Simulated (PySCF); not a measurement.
# CH2GaNO (SMILES N#[C][GaH][OH]) at HF/STO-3G

What is the vertical ionisation energy of CH2GaNO at HF/STO-3G? Input form: a Python script.

Program for the calculation: PySCF 2.14.0.

## Step 1: The system as given

CH2GaNO: 6 atoms, total charge 0, spin state singlet. SMILES: `N#[C][GaH][OH]`. Geometry: a GFN2-xTB relaxation, a rough one for these elements and not checked as a minimum. This is one conformer, not always the lowest.

Bond lengths: N1–C2 1.146 Å, C2–Ga3 1.985 Å, Ga3–O4 1.690 Å, Ga3–H5 1.540 Å, O4–H6 0.951 Å. Angles: N1–C2–Ga3 177.3°, C2–Ga3–O4 112.1°, C2–Ga3–H5 120.9°, O4–Ga3–H5 127.0°, Ga3–O4–H6 156.5°.

## Step 2: A single-point energy at HF/STO-3G

job.py reads:

```python
# N#[C][GaH][OH]
from pyscf import gto, scf

molecule = gto.M(
    atom='''
N        1.518790      -1.865140       1.378610
C        0.999460      -1.077100       0.727680
Ga       0.178360       0.295220      -0.447630
O       -1.410450       0.651240       0.004930
H        0.970070       0.912550      -1.616000
H       -2.256220       1.083230      -0.047590
''',
    spin=0,
    max_memory=1860,
    charge=0,
    basis='sto-3g',
    verbose=3,
)

myscf = scf.RHF(molecule)
myscf.conv_tol = 1e-10
myscf.kernel()
if not myscf.converged:
    myscf = myscf.newton().run(myscf.mo_coeff, myscf.mo_occ)

etot = myscf.e_tot
print('Final energy', etot)
```

Run with:

```
$ OMP_NUM_THREADS=1 python job.py
```

Output:

```text
converged SCF energy = -2067.02822468225
Final energy -2067.028224682254
```

Run time: 1.2 s. Hardware: 1 thread of Arm Neoverse N1, shared host; peak memory 0.1 GiB.

## Step 3: The doublet cation, same level

start.xyz reads:

```xyz
6

N      1.518790    -1.865140     1.378610
C      0.999460    -1.077100     0.727680
Ga     0.178360     0.295220    -0.447630
O     -1.410450     0.651240     0.004930
H      0.970070     0.912550    -1.616000
H     -2.256220     1.083230    -0.047590
```

calc.py reads:

```python
from pyscf import gto, scf

mol = gto.M(
    atom='start.xyz',
    max_memory=1860,
    basis='sto-3g',
    verbose=4,
    spin=1,
    charge=1,
)

mf = scf.UHF(mol)
mf.conv_tol = 1e-10
mf.kernel()
if not mf.converged:
    mf = mf.newton().run(mf.mo_coeff, mf.mo_occ)

e_tot = mf.e_tot
print(f'total energy: {e_tot:.8f} hartree')
```

Run with:

```
$ OMP_NUM_THREADS=1 python calc.py
```

Output:

```text
PySCF version 2.14.0

[INPUT] num. atoms = 6
[INPUT] num. electrons = 53
[INPUT] charge = 1
[INPUT] spin (= nelec alpha-beta = 2S) = 1
[INPUT] symmetry False subgroup None
[INPUT] Mole.unit = angstrom
[INPUT] Symbol           X                Y                Z      unit          X                Y                Z       unit  Magmom
[INPUT]  1 N      1.518790000000  -1.865140000000   1.378610000000 AA    2.870097140728  -3.524603783971   2.605195332587 Bohr   0.0
[INPUT]  2 C      0.999460000000  -1.077100000000   0.727680000000 AA    1.888705672458  -2.035424008769   1.375115906324 Bohr   0.0
[INPUT]  3 Ga     0.178360000000   0.295220000000  -0.447630000000 AA    0.337051551577   0.557884946494  -0.845898105139 Bohr   0.0
[INPUT]  4 O     -1.410450000000   0.651240000000   0.004930000000 AA   -2.665364212393   1.230665241362   0.009316349794 Bohr   0.0
[INPUT]  5 H      0.970070000000   0.912550000000  -1.616000000000 AA    1.833166621657   1.724469574972  -3.053797417297 Bohr   0.0
[INPUT]  6 H     -2.256220000000   1.083230000000  -0.047590000000 AA   -4.263637876766   2.047008029913  -0.089932066268 Bohr   0.0

nuclear repulsion = 225.386994778614
number of shells = 19
number of NR pGTOs = 105
number of NR cGTOs = 35
basis = sto-3g
ecp = {}

[... 98 lines left out ...]
SCF not converged.
SCF energy = -2066.87406292408 after 50 cycles  <S^2> = 0.76147274  2S+1 = 2.01144
[... 1 line left out ...]
******** <class 'pyscf.soscf.newton_ah.SecondOrderUHF'> ********
method = SecondOrderUHF
initial guess = minao
damping factor = 0
level_shift factor = 0
DIIS = <class 'pyscf.scf.diis.CDIIS'>
diis_start_cycle = 1
diis_space = 8
diis_damp = 0
SCF conv_tol = 1e-10
SCF conv_tol_grad = None
SCF max_cycles = 50
direct_scf = True
direct_scf_tol = 1e-13
number electrons alpha = 27  beta = 26
******** <class 'pyscf.scf.uhf.UHF'> Newton solver flags ********
SCF tol = 1e-10
conv_tol_grad = None
max. SCF cycles = 50
direct_scf = True
direct_scf_tol = 1e-13
max_cycle_inner = 12
max_stepsize = 0.05
ah_start_tol = 1e+09
ah_level_shift = 0
ah_conv_tol = 1e-12
ah_lindep = 1e-14
ah_start_cycle = 1
ah_max_cycle = 40
ah_grad_trust_region = 2.5
kf_interval = 4
kf_trust_region = 5
canonicalization = True
Set conv_tol_grad to 1e-05
[... the frontier-level lines of each cycle are left out ...]
Initial guess E= -2066.87406292408  |g|= 0.000477502
macro= 0  E= -2066.87415780097  delta_E= -9.48769e-05  |g|= 0.000477502  1 KF 10 JK
macro= 1  E= -2066.87420856267  delta_E= -5.07617e-05  |g|= 0.00139594  1 KF 5 JK
macro= 2  E= -2066.87430470091  delta_E= -9.61382e-05  |g|= 0.00117383  2 KF 13 JK
macro= 3  E= -2066.8743261765  delta_E= -2.14756e-05  |g|= 1.18824e-05  4 KF 25 JK
macro= 4  E= -2066.87432617651  delta_E= -1.36424e-12  |g|= 3.71061e-06  1 KF 2 JK
Canonicalize SCF orbitals
macro X = 5  E=-2066.87432617651  |g|= 3.71061e-06  total 10 KF 61 JK
converged SCF energy = -2066.87432617651  <S^2> = 0.81387372  2S+1 = 2.0628851
total energy: -2066.87432618 hartree
```

It took 2 s on 1 thread of Arm Neoverse N1, shared host; peak memory 0.12 GiB.

## Step 4: Results

Level: HF/STO-3G.

```
                                                    quantity           value
                               singlet CH2GaNO: total energy  -2067.02822 Eh
                              singlet CH2GaNO: dipole moment          4.68 D
                                singlet CH2GaNO: HOMO energy        -8.37 eV
                                singlet CH2GaNO: LUMO energy         4.79 eV
                              singlet CH2GaNO: HOMO–LUMO gap        13.16 eV
                                doublet cation: total energy  -2066.87433 Eh
          doublet cation: HOMO energy (highest over α and β)       -17.09 eV
           doublet cation: LUMO energy (lowest over α and β)        -4.58 eV
                                        doublet cation: ⟨S²⟩           0.814
vertical ionisation energy (to the doublet cation), in doubt        4.188 eV
```

In words: Removing an electron at fixed nuclei costs 4.19 eV (97 kcal/mol). −ε(HOMO) before ionisation, 8.37 eV, is 4.18 eV above this ionisation energy. This value lies far from the orbital energy or is too small for a neutral ground state: the hole may sit in another orbital, or the first species is not in its lowest state. In a minimal basis such a difference can be off by several eV, whatever the method. Mulliken charges (doublet cation) run from -0.44 on O4 to +1.14 on Ga3.
